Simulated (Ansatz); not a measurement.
**C₂H₁₀BNSi: basis-set convergence**

An exercise on one series of results from a longer session: the logs are not shown, and one member is left open.

Method: one geometry, several basis sets; program: Ansatz 0.2.0, Gaussian basis.

Levels to be run: PBE0-D4/def2-SVP; ωB97M-V/def2-SVP; PBE0-D4/def2-QZVPP; ωB97M-V/def2-QZVPP; the functionals' def2-TZVPP values are taken from earlier runs.

### The geometry

All runs share one geometry, relaxed beforehand with PBE0-D4 in a triple-zeta def2 set.

SMILES `BN([SiH3])CC`, 15 atoms, charge 0, spin multiplicity 1.

Atoms are counted from 1 here; the program's logs count them from 0.

Bond lengths: B1–N2 1.396 Å, B1–H6 1.200 Å, B1–H7 1.197 Å, N2–Si3 1.750 Å, N2–C4 1.467 Å, Si3–H8 1.488 Å, Si3–H9 1.479 Å, Si3–H10 1.488 Å, C4–C5 1.517 Å, C4–H11 1.092 Å, C4–H12 1.097 Å, C5–H13 1.093 Å, C5–H14 1.092 Å, C5–H15 1.092 Å. Angles: N2–B1–H6 119.1°, N2–B1–H7 119.6°, H6–B1–H7 121.3°, B1–N2–Si3 122.5°, B1–N2–C4 121.0°, Si3–N2–C4 116.6°, N2–Si3–H8 109.2°, N2–Si3–H9 109.1°, N2–Si3–H10 110.4°, H8–Si3–H9 110.7°, H8–Si3–H10 107.2°, H9–Si3–H10 110.1°, N2–C4–C5 112.5°, N2–C4–H11 108.2°, N2–C4–H12 109.3°, C5–C4–H11 110.0°, C5–C4–H12 109.9°, H11–C4–H12 106.7° and more.

Coordinates:

```
B     0.97852    1.61172   -0.04140
N     0.56541    0.28472    0.08912
Si    0.91450   -0.67165    1.51191
C    -0.17819   -0.38310   -0.98429
C    -1.68035   -0.26837   -0.80915
H     0.74177    2.19887   -1.06123
H     1.56330    2.14008    0.85984
H     1.75594   -1.83682    1.12477
H     1.61598    0.17303    2.50325
H    -0.34328   -1.21070    2.09691
H     0.12195    0.06181   -1.93581
H     0.11385   -1.43943   -1.02431
H    -2.20180   -0.78866   -1.61611
H    -2.00456   -0.70281    0.13916
H    -1.98484    0.78042   -0.82317
```

Set-up of the first run:

in.yaml reads:

```yaml
crystal:
  periodic: [false, false, false]
  atoms:
    - {symbol: B, position_ang: [0.978524, 1.611722, -0.041399]}
    - {symbol: N, position_ang: [0.565407, 0.284719, 0.089125]}
    - {symbol: Si, position_ang: [0.914503, -0.671648, 1.511912]}
    - {symbol: C, position_ang: [-0.178188, -0.383103, -0.984293]}
    - {symbol: C, position_ang: [-1.680350, -0.268367, -0.809146]}
    - {symbol: H, position_ang: [0.741767, 2.198866, -1.061234]}
    - {symbol: H, position_ang: [1.563305, 2.140079, 0.859841]}
    - {symbol: H, position_ang: [1.755940, -1.836817, 1.124765]}
    - {symbol: H, position_ang: [1.615980, 0.173031, 2.503249]}
    - {symbol: H, position_ang: [-0.343278, -1.210704, 2.096914]}
    - {symbol: H, position_ang: [0.121949, 0.061811, -1.935809]}
    - {symbol: H, position_ang: [0.113845, -1.439433, -1.024308]}
    - {symbol: H, position_ang: [-2.201799, -0.788664, -1.616110]}
    - {symbol: H, position_ang: [-2.004559, -0.702810, 0.139163]}
    - {symbol: H, position_ang: [-1.984845, 0.780417, -0.823171]}
basis:
  gaussian: {orbitals: def2-SVP}
hamiltonian: {xc: pbe0, dispersion: d4}
output: {orbitals: {seedname: orbitals}}
```

On the command line:

```bash
ansatz run in.yaml --threads 4 --pin off --events-out ev --progress --plain --max-ram 10444MiB
```

Among the steps run: PBE0-D4 in def2-SVP; ωB97M-V in def2-SVP; PBE0-D4 in def2-QZVPP; ωB97M-V in def2-QZVPP.

One of the session's tables, all rows but one given; the rest of the session is left out.

It belongs to the step «Density functionals: the series». 

```
functional       basis  HOMO (eV)  LUMO (eV)
   PBE0-D4    def2-SVP      -7.91       0.07
   PBE0-D4  def2-TZVPP      -7.94      -0.17
   PBE0-D4  def2-QZVPP      -7.95      -0.25
   ωB97M-V    def2-SVP     -10.17       2.10
   ωB97M-V  def2-TZVPP          ?          ?
   ωB97M-V  def2-QZVPP     -10.23       1.33
```

**Question.** Estimate the row for ωB97M-V, def2-TZVPP.

The run gave: HOMO (eV): -10.23; LUMO (eV): 1.62.
